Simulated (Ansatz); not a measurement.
# Cs (fcc type): a single-point run

The task is a single-point run on Cs (fcc type).

Method: DFT, LDA, norm-conserving pseudopotentials, Ansatz's default files, scalar-relativistic, in Ansatz 0.2.0.

### 1 Starting point

It takes space group Fm-3m (No. 225, cubic). Conventional cell: a = 2.834 Å, b = 2.834 Å, c = 2.834 Å, α = 90.00°, β = 90.00°, γ = 90.00°. Cs (site symmetry m-3m) is surrounded by 12 Cs at 2.00 Å.

Structure file:

```cif
data_structure
_symmetry_space_group_name_H-M 'P 1'
_symmetry_Int_Tables_number 1
_cell_length_a 2.0036
_cell_length_b 2.0036
_cell_length_c 2.0036
_cell_angle_alpha 60.000
_cell_angle_beta 60.000
_cell_angle_gamma 60.000
_cell_volume 5.69
loop_
_atom_site_label
_atom_site_type_symbol
_atom_site_fract_x
_atom_site_fract_y
_atom_site_fract_z
_atom_site_occupancy
Cs1 Cs 0.00000 0.00000 0.00000 1
```

### 2 The calculation

File input.yaml:

```yaml
crystal:
  lattice:
    - [0.0, 1.41678741, 1.41678741]
    - [1.41678741, 0.0, 1.41678741]
    - [1.41678741, 1.41678741, 0.0]
  atoms:
    - { symbol: Cs, position: [0.0, 0.0, 0.0] }
kpoints:
  mp_grid: { grid: [10, 10, 10] }
scf:
  occupations: { method: fermi_dirac, width: 0.1 }
  max_iter: 80
hamiltonian:
  xc: lda
  pseudopotentials: { kind: nc }
output:
  forces: true
  stress: true
  eigenvalues: true
```

On the command line:

```sh
> ansatz run input.yaml --threads 1 --pin off --max-ram 2048MiB --backend cpu --events-out ev --progress --plain --runs-dir out
```

Q: Will this input give a usable result? If not, why, and what should change?

This run ends as converged. It gives a pressure of 2804 GPa, which is large; a structure far from rest gives such values too, whatever the setting.

All distances are much too short, so cores begin to overlap. The shortest distance in the input is 2.00 Å.

Remedy: restore the intended size.
